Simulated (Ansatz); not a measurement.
CH6BBrSi, SMILES [SiH3]CBBr, a rigid scan of one bond length

Run with Ansatz 0.2.0, Python API.

Script `ch6bbrsi.py`:
```python
# -*- coding: utf-8 -*-
import ansatz as az
from ase import Atoms
import numpy as np


def main():
    atoms = Atoms(["Si", "C", "B", "Br", "H", "H", "H", "H", "H", "H"], positions=[
        (-1.3507, -0.0237, -0.0516),
        (0.3998, -0.6789, -0.0783),
        (1.424, 0.4676, 0.3229),
        (1.7394, 2.0277, -0.893),
        (-1.6691, 0.4762, 1.2943),
        (-2.2804, -1.1072, -0.4027),
        (-1.4859, 1.0683, -1.0272),
        (0.6412, -1.0536, -1.0942),
        (0.4808, -1.5145, 0.6472),
        (2.1008, 0.3381, 1.2825),
    ])
    ch6bbrsi = az.Crystal.molecule_from_ase(atoms)

    symbols = [site.symbol for site in ch6bbrsi.cartesian_sites]
    start = np.array([site.position_ang for site in ch6bbrsi.cartesian_sites])
    axis = (start[2] - start[1]) / np.linalg.norm(start[2] - start[1])
    moving = [2, 3, 9]
    lengths, energies = [1.398, 1.462, 1.525, 1.589, 1.652, 1.716, 1.779, 1.875], []
    for length in lengths:
        xyz = start.copy()
        xyz[moving] += (length - np.linalg.norm(start[2] - start[1])) * axis
        point = az.Crystal.molecule()
        for symbol, place in zip(symbols, xyz):
            point = point.atom(symbol, place.tolist())
        model = (
            point.calculation()
            .basis(gaussian="def2-SVP")
            .functional("cam_b3lyp")
        )
        summary = model.run(threads=1, pin="off").report
        energies.append(summary["free_energy_ev"])
        print(f"r = {length:6.3f} A  E = {energies[-1]:.5f} eV  <S^2> = {abs(summary['mean_field']['state']['spin_squared']):.3f}")

    fit = np.polynomial.Polynomial.fit(lengths, np.array(energies) - min(energies), 4).convert()
    roots = [r.real for r in fit.deriv().roots() if abs(r.imag) < 1e-9 and fit.deriv(2)(r.real) > 0]
    r_e = min(roots, key=lambda r: abs(r - lengths[int(np.argmin(energies))]))
    print(f"minimum of the fit at {r_e:.4f} A, force constant {fit.deriv(2)(r_e):.2f} eV/A^2")


if __name__ == "__main__":
    main()
```

```console
$ python ch6bbrsi.py
r =  1.398 A  E = -79725.36608 eV  <S^2> = 0.000
r =  1.462 A  E = -79725.63675 eV  <S^2> = 0.000
r =  1.525 A  E = -79725.74258 eV  <S^2> = 0.000
r =  1.589 A  E = -79725.73053 eV  <S^2> = 0.000
r =  1.652 A  E = -79725.63314 eV  <S^2> = 0.000
r =  1.716 A  E = -79725.47207 eV  <S^2> = 0.000
r =  1.779 A  E = -79725.27069 eV  <S^2> = 0.000
r =  1.875 A  E = -79724.91205 eV  <S^2> = 0.000
minimum of the fit at 1.5488 A, force constant 26.36 eV/A^2
```

What to keep in mind:
- Total energies depend on the basis set; only differences at equal settings carry meaning.
- The rest of the molecule is held rigid at a force-field or estimated start geometry, and the basis set is modest; single-reference methods fail as a bond breaks.
- The orbitals are restricted, so S² is zero by construction.
- Hardware and time: 23 s on 1 thread of Intel(R) Xeon(R) Platinum 8559C (Emerald Rapids), with other jobs on the host, peak memory 0.35 GiB.

(A comment or docstring line of the script was reworded after the run, the code is as it ran; lines on the test bed's own set-up are left out of the output.)
